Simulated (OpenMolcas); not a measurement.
# doublet C4H4Si+: levels of theory compared

Wanted: a comparison of 6 runs (UHF/cc-pVDZ, UB3LYP/6-31G*, UB3LYP/cc-pVDZ, UBHLYP/cc-pVDZ, UPBE/cc-pVDZ, UTPSS/cc-pVDZ) of doublet C4H4Si+. 

Program for the calculation: OpenMolcas 26.06.

3 further runs of the same task are left out: 1 that didn't finish, 2 set aside as unsound or not needed.

**1. Starting point**

The species is C4H4Si+ (9 atoms), meant as a doublet with charge +1. As SMILES of the parent species, `C#C[SiH2]C#C`. The coordinates come from a PBE0-D4/def2-TZVP relaxation. That shape belongs to the parent species and isn't relaxed for this state.

Bond lengths: C1–C2 1.205 Å, C2–Si3 1.821 Å, Si3–C4 1.821 Å, C4–C5 1.206 Å, C1–H6 1.066 Å, Si3–H7 1.481 Å, Si3–H8 1.481 Å, C5–H9 1.066 Å. Angles: C1–C2–Si3 179.3°, C2–Si3–C4 109.7°, Si3–C4–C5 179.3°, C2–C1–H6 179.8°, C2–Si3–H7 109.3°, C2–Si3–H8 109.3°, C4–Si3–H7 109.3°, C4–Si3–H8 109.3°, C4–C5–H9 179.8°, H7–Si3–H8 109.9°.

**2. The energy at UHF/cc-pVDZ (run 1)**

test.inp

```
* C4H4Si Hartree-Fock
>>> EXPORT MOLCAS_PRINT=2

&GATEWAY
 BasLib = $CurrDir
 BasisSet
 C.cc-pVDZ....
 C1 1.986100 -0.068000 1.693000 angstrom
 C2 1.245000 -0.318200 0.775800 angstrom
 C4 -1.252900 0.459600 -0.648400 angstrom
 C5 -2.180600 1.228700 -0.681700 angstrom
 End of Basis
 BasisSet
 Si.cc-pVDZ....
 Si3 0.139500 -0.713800 -0.616400 angstrom
 End of Basis
 BasisSet
 H.cc-pVDZ....
 H6 2.639600 0.155600 2.505100 angstrom
 H7 0.896100 -0.611400 -1.885800 angstrom
 H8 -0.384600 -2.089300 -0.450100 angstrom
 H9 -2.999800 1.910300 -0.708600 angstrom
 End of Basis

&SEWARD

&SCF
 UHF
 Charge = 1
 Spin = 2
 Thresholds = 1e-10 1e-07 1e-07 1e-05
 PrOrbitals = 0
```

The basis set cc-pVDZ is read from a file made from the Basis Set Exchange's data (not shown).

Launch:

```sh
export MOLCAS_MEM=1860
pymolcas test.inp > test.log
```

Standard output:

```text
--- Start Module: gateway ---
[...]
--- Stop Module: gateway /rc=_RC_ALL_IS_WELL_ ---
--- Start Module: seward ---
[...]
      Basis functions           94
--- Stop Module: seward /rc=_RC_ALL_IS_WELL_ ---
[...]
--- Start Module: scf ---
[...]
       Convergence after 117 Iterations
[...]
::    Total SCF energy                               -442.2566275795
[...]
      Total spin, S                                     0.5244383481
[...]
      Total electronic charge=   41.000000
      Total            charge=    1.000000
[...]
      Dipole Moment (debye):
      Origin of the operator (angstrom)=    0.0203   -0.0623   -0.0515
                   X= -2.1524E-01               Y=  1.1768E+00               Z=  1.0212E+00           Total=  1.5729E+00
      Center of Charge (angstrom)
[...]
--- Stop Module: scf /rc=_RC_ALL_IS_WELL_ ---
[...]
```

Wall time 36 s (1 thread of Intel Xeon 6975P-C (Granite Rapids), shared host); peak memory 0.52 GiB.

**3. The energy at UB3LYP/6-31G(d) (spherical functions) (run 2)**

calc.input

```
* C4H4Si Kohn-Sham DFT
>>> EXPORT MOLCAS_PRINT=2

&gateway
 baslib = $CurrDir
 coord
 9
 angstrom
 C        1.986100      -0.068000       1.693000
 C        1.245000      -0.318200       0.775800
 Si       0.139500      -0.713800      -0.616400
 C       -1.252900       0.459600      -0.648400
 C       -2.180600       1.228700      -0.681700
 H        2.639600       0.155600       2.505100
 H        0.896100      -0.611400      -1.885800
 H       -0.384600      -2.089300      -0.450100
 H       -2.999800       1.910300      -0.708600
 basis = 6-31Gs
 group = NoSym

&seward
 gridinput
 Grid=UltraFine
 End of Grid

&scf
 uhf
 charge = 1
 spin = 2
 ksdft = B3LYP
 thresholds = 1e-10 1e-07 1e-07 1e-05
 prorbitals = 1 1
```

The basis set 6-31G* is read from a file made from the Basis Set Exchange's data (not shown).

Launch:

```sh
export MOLCAS_MEM=1860
pymolcas calc.input > calc.log
```

Standard output:

```text
--- Start Module: gateway ---
[...]
--- Stop Module: gateway /rc=_RC_ALL_IS_WELL_ ---
--- Start Module: seward ---
[...]
      Basis functions           82
--- Stop Module: seward /rc=_RC_ALL_IS_WELL_ ---
[...]
--- Start Module: scf ---
[...]
       Convergence after  42 Iterations
[...]
::    Total KS-DFT energy                            -443.8282684233
[...]
      Total spin, S                                     0.5020151277
[...]
      Total electronic charge=   41.000000
      Total            charge=    1.000000
[...]
      Dipole Moment (debye):
      Origin of the operator (angstrom)=    0.0203   -0.0623   -0.0515
                   X= -1.6344E-01               Y=  8.8976E-01               Z=  7.7149E-01           Total=  1.1889E+00
      Center of Charge (angstrom)
[...]
--- Stop Module: scf /rc=_RC_ALL_IS_WELL_ ---
[...]
```

Run time: 62 s. Hardware: 1 thread of Intel Xeon 6975P-C (Granite Rapids), shared host; peak memory 0.46 GiB.

**4. The energy at UB3LYP/cc-pVDZ (run 3)**

calc.inp

```
&GATEWAY
 BasLib = $CurrDir
 Coord
 9
 angstrom
 C        1.986100      -0.068000       1.693000
 C        1.245000      -0.318200       0.775800
 Si       0.139500      -0.713800      -0.616400
 C       -1.252900       0.459600      -0.648400
 C       -2.180600       1.228700      -0.681700
 H        2.639600       0.155600       2.505100
 H        0.896100      -0.611400      -1.885800
 H       -0.384600      -2.089300      -0.450100
 H       -2.999800       1.910300      -0.708600
 Basis = cc-pVDZ
 Group = NoSym

&SEWARD
 GridInput
 Grid=UltraFine
 End of Grid

&SCF
 UHF
 Charge = 1
 Spin = 2
 KSDFT = B3LYP
 Thresholds = 1e-10 1e-07 1e-07 1e-05
 PrOrbitals = 0
```

The basis set cc-pVDZ is read from a file made from the Basis Set Exchange's data (not shown).

Launch:

```sh
export MOLCAS_MEM=1860
pymolcas calc.inp > calc.log
```

Standard output:

```text
--- Start Module: gateway ---
[...]
--- Stop Module: gateway /rc=_RC_ALL_IS_WELL_ ---
--- Start Module: seward ---
[...]
      Basis functions           94
--- Stop Module: seward /rc=_RC_ALL_IS_WELL_ ---
[...]
--- Start Module: scf ---
[...]
       Convergence after  33 Iterations
[...]
::    Total KS-DFT energy                            -443.8506730232
[...]
      Total spin, S                                     0.5023101064
[...]
      Total electronic charge=   41.000000
      Total            charge=    1.000000
[...]
      Dipole Moment (debye):
      Origin of the operator (angstrom)=    0.0203   -0.0623   -0.0515
                   X= -1.3716E-01               Y=  7.4593E-01               Z=  6.4683E-01           Total=  9.9680E-01
      Center of Charge (angstrom)
[...]
--- Stop Module: scf /rc=_RC_ALL_IS_WELL_ ---
[...]
```

Wall time 78 s (1 thread of Intel Xeon 6975P-C (Granite Rapids), shared host); peak memory 0.52 GiB.

Runs 4 to 5 aren't shown in full; the table further down has their settings and results.

**5. The energy at UTPSS/cc-pVDZ (run 6)**

run.input

```
&GATEWAY
BasLib
$CurrDir
BasisSet
C.cc-pVDZ....
C1 1.986100 -0.068000 1.693000 angstrom
C2 1.245000 -0.318200 0.775800 angstrom
C4 -1.252900 0.459600 -0.648400 angstrom
C5 -2.180600 1.228700 -0.681700 angstrom
End of Basis
BasisSet
Si.cc-pVDZ....
Si3 0.139500 -0.713800 -0.616400 angstrom
End of Basis
BasisSet
H.cc-pVDZ....
H6 2.639600 0.155600 2.505100 angstrom
H7 0.896100 -0.611400 -1.885800 angstrom
H8 -0.384600 -2.089300 -0.450100 angstrom
H9 -2.999800 1.910300 -0.708600 angstrom
End of Basis
&SEWARD
GridInput
Grid=UltraFine
End of Grid
&SCF
UHF
Charge
1
Spin
2
KSDFT
2
1.0 MGGA_X_TPSS
1.0 MGGA_C_TPSS
Thresholds
1e-10 1e-07 1e-07 1e-05
PrOrbitals
1
```

The basis set cc-pVDZ is read from a file made from the Basis Set Exchange's data (not shown).

Launch:

```sh
export MOLCAS_MEM=1860
pymolcas run.input > run.log
```

Standard output:

```text
--- Start Module: gateway ---
[...]
--- Stop Module: gateway /rc=_RC_ALL_IS_WELL_ ---
--- Start Module: seward ---
[...]
      Basis functions           94
--- Stop Module: seward /rc=_RC_ALL_IS_WELL_ ---
[...]
--- Start Module: scf ---
[...]
       Convergence after  31 Iterations
[...]
::    Total KS-DFT energy                            -443.8986099521
[...]
      Total spin, S                                     0.5014536967
[...]
      Total electronic charge=   41.000000
      Total            charge=    1.000000
[...]
      Dipole Moment (debye):
      Origin of the operator (angstrom)=    0.0203   -0.0623   -0.0515
                   X= -1.4549E-01               Y=  7.9235E-01               Z=  6.8715E-01           Total=  1.0589E+00
      Center of Charge (angstrom)
[...]
--- Stop Module: scf /rc=_RC_ALL_IS_WELL_ ---
[...]
```

Wall time 1.8 min (1 thread of Intel Xeon 6975P-C (Granite Rapids), shared host); peak memory 0.52 GiB.

**6. All runs side by side**

```csv
run,level,integration grid,energy (Eh),HOMO energy (eV),LUMO energy (eV),⟨S²⟩,wall time
1,UHF/cc-pVDZ,–,-442.256628,-13.57,-9.41,0.799,36 s
2,UB3LYP/6-31G* (spherical functions),UltraFine,-443.828268,-13.03,-12.02,0.754,62 s
3,UB3LYP/cc-pVDZ,UltraFine,-443.850673,-13.16,-12.10,0.755,78 s
4,UBHLYP/cc-pVDZ,UltraFine,-443.722924,-13.60,-11.38,0.761,3.2 min
5,UPBE/cc-pVDZ,UltraFine,-443.476960,-12.71,-12.43,0.752,76 s
6,UTPSS/cc-pVDZ,UltraFine,-443.898610,-12.65,-12.38,0.753,1.8 min
```

**7. What came out**

```
                                 quantity          value
                      run 6: total energy  -443.89861 Eh
run 6: HOMO energy (highest over α and β)      -12.65 eV
 run 6: LUMO energy (lowest over α and β)      -12.38 eV
                              run 6: ⟨S²⟩          0.753
```

What this shows: Totals of different functionals can't be ranked against each other. All runs together took 9.2 min, the longest 3.2 min.
